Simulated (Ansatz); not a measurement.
# NaHgH2: the cost of one run

Computed with Ansatz 0.2.0 (DFT PBE, scalar-relativistic, plane waves, PAW, unless a step's input says otherwise).

3 further runs of the same task are left out: 2 that didn't finish, 1 set aside as unsound or not needed.

## (1) The starting structure

Symmetry: P4/mmm, No. 123, tetragonal system. The conventional cell has a = 3.060 Å, b = 3.060 Å, c = 6.120 Å, α = 90.00°, β = 90.00°, γ = 90.00°. Na (site symmetry 4/mmm) is surrounded by 8 H at 2.65 Å. Hg (site symmetry 4/mmm) has 8 H at 2.65 Å as nearest neighbours. H (site symmetry 4mm) is surrounded by 4 Na at 2.65 Å and 4 Hg at 2.65 Å.

Coordinates:

```cif
data_structure
_symmetry_space_group_name_H-M 'P4/mmm'
_symmetry_Int_Tables_number 123
_cell_length_a 3.0600
_cell_length_b 3.0600
_cell_length_c 6.1199
_cell_angle_alpha 90.000
_cell_angle_beta 90.000
_cell_angle_gamma 90.000
_cell_volume 57.30
loop_
_atom_site_label
_atom_site_type_symbol
_atom_site_symmetry_multiplicity
_atom_site_Wyckoff_symbol
_atom_site_fract_x
_atom_site_fract_y
_atom_site_fract_z
_atom_site_occupancy
Na1 Na 1 b 0.00000 0.00000 0.50000 1
Hg1 Hg 1 a 0.00000 0.00000 0.00000 1
H1 H 2 h 0.50000 0.50000 0.25000 1
```

The cell is invented: ordered mixture on the cation sites of caesium chloride (P4/mmm, No. 123). Lengths come from tabulated atomic sizes and are only a guess.

## (2) The guess as it stands, on a coarse mesh

File input.yaml:

```yaml
crystal:
  lattice:
    - [3.05995643, 0.0, 0.0]
    - [0.0, 3.05995643, 0.0]
    - [0.0, 0.0, 6.11991285]
  atoms:
    - { symbol: Na, position: [0.0, 0.0, 0.5] }
    - { symbol: Hg, position: [0.0, 0.0, 0.0] }
    - { symbol: H, position: [0.5, 0.5, 0.25] }
    - { symbol: H, position: [0.5, 0.5, 0.75] }
basis:
  ecutwfc: 420
kpoints:
  mp_grid: { grid: [6, 6, 4] }
hamiltonian:
  xc: pbe
scf:
  occupations: { method: gaussian, width: 0.1 }
  lower_state_search: "off"
output:
  forces: true
  stress: true
  eigenvalues: true
```

Launch:

```bash
$ ansatz run input.yaml --threads 1 --pin off --max-ram 2048MiB --backend cpu --events-out ev --progress --plain --runs-dir out
```

What time and memory should one allow on 1 thread of AMD EPYC 7R43 (Zen 3), shared host?

About 1.5 s, with a peak of 0.37 GiB.
